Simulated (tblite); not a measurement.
# Cl2H4OSi2: the cost of one run

Programs: tblite 0.8.0 and PySCF 2.14.0. All values are calculated, for the isolated system unless a continuum is named. Atoms count from 0, parts from 1.

## Step 1: Starting point

9 atoms, charge 0, multiplicity 1; geometry: distance geometry start.

## Step 2: Geometry optimisation with GFN2-xTB

The job: settings as JSON, then the geometry in Å.

```
{"job": {"kind": "relax", "xc": "GFN2-xTB", "basis": "xTB"}, "charge": 0, "multiplicity": 1}
Si     0.741064     0.172409     0.070099
Si    -1.481002    -0.064991     0.059004
Cl     1.454577     0.744505     1.961040
Cl     1.123576     1.749983    -1.257955
O      1.546109    -1.199207    -0.514213
H     -1.909765    -0.106043    -1.374225
H     -1.928358    -1.284297     0.717168
H     -2.049411     1.140497     0.613445
H      2.491523    -1.117198    -0.245493
```

Level: GFN2-xTB geometry optimisation, gas phase.

Command:

```bash
> OMP_NUM_THREADS=1 python cluster_run.py task.json out
```

This one command runs all jobs of the session in turn.

Q: Estimate the wall time of this first job on 1 thread of AMD EPYC, shared host.

About 3.2 s.
